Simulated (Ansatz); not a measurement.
C₂H₆SSi, SMILES C=CS[SiH3], a rigid scan of one bond length

Program: Ansatz's Python interface.

The cells in order, each with its output:

```python
import warnings

import ansatz
import numpy as np
```

```python
warnings.simplefilter('ignore', ansatz.DeckWarning)
```

```python
mol = (
    ansatz.Crystal.molecule()
    .atom('C', (-0.2843, 2.2158, 0.3685))
    .atom('C', (0.0113, 0.9682, 0.2967))
    .atom('S', (-0.8451, -0.1183, -0.7704))
    .atom('Si', (0.2034, -2.0194, -0.4659))
    .atom('H', (-1.136, 2.6616, -0.2647))
    .atom('H', (0.1878, 2.9598, 1.0179))
    .atom('H', (0.8555, 0.614, 0.9268))
    .atom('H', (-0.4799, -3.0255, -1.3397))
    .atom('H', (-0.0027, -2.3989, 1.0072))
    .atom('H', (1.5731, -1.9084, -0.7734))
)
```

```python
symbols = [site.symbol for site in mol.cartesian_sites]
start = np.array([site.position_ang for site in mol.cartesian_sites])
axis = (start[1] - start[2]) / np.linalg.norm(start[1] - start[2])
moving = [0, 1, 4, 5, 6]
lengths, energies = [1.49, 1.61, 1.75, 1.92, 2.18, 2.62, 3.14, 3.84], []
for length in lengths:
    xyz = start.copy()
    xyz[moving] += (length - np.linalg.norm(start[1] - start[2])) * axis
    point = ansatz.Crystal.molecule()
    for symbol, place in zip(symbols, xyz):
        point = point.atom(symbol, place.tolist())
    setup = (
        point.calculation()
        .basis(gaussian='cc-pVDZ')
        .functional('r2scan0')
        .spin('collinear')
    )
    summary = setup.run(threads=1).report
    energies.append(summary['free_energy_ev'])
    print(f'r = {length:6.3f} A  E = {energies[-1]:.5f} eV  <S^2> = {abs(summary["mean_field"]["state"]["spin_squared"]):.3f}')
```

    r =  1.490 A  E = -20879.49313 eV  <S^2> = 0.000
    r =  1.610 A  E = -20880.59704 eV  <S^2> = 0.000
    r =  1.750 A  E = -20880.97283 eV  <S^2> = 0.000
    r =  1.920 A  E = -20880.75949 eV  <S^2> = 0.000
    r =  2.180 A  E = -20879.89884 eV  <S^2> = 0.000
    r =  2.620 A  E = -20878.34345 eV  <S^2> = 0.261
    r =  3.140 A  E = -20877.63519 eV  <S^2> = 0.851
    r =  3.840 A  E = -20877.41344 eV  <S^2> = 1.007

```python
print('energy above the lowest point (eV):', [round(e - min(energies), 3) for e in energies])
```

    energy above the lowest point (eV): [1.48, 0.376, 0.0, 0.213, 1.074, 2.629, 3.338, 3.559]

What to keep in mind:
- Total energies depend on the basis set; only differences at equal settings carry meaning.
- The rest of the molecule is held rigid at a force-field or estimated start geometry, and the basis set is modest; single-reference methods fail as a bond breaks.
- The expectation value of S² is noticeably off S(S+1) in at least one run, so that state is spin-contaminated.
- Wall time of the script: 2.2 min on 1 thread of AMD EPYC 7B13 (Zen 3), on a shared host, peak memory 0.39 GiB.
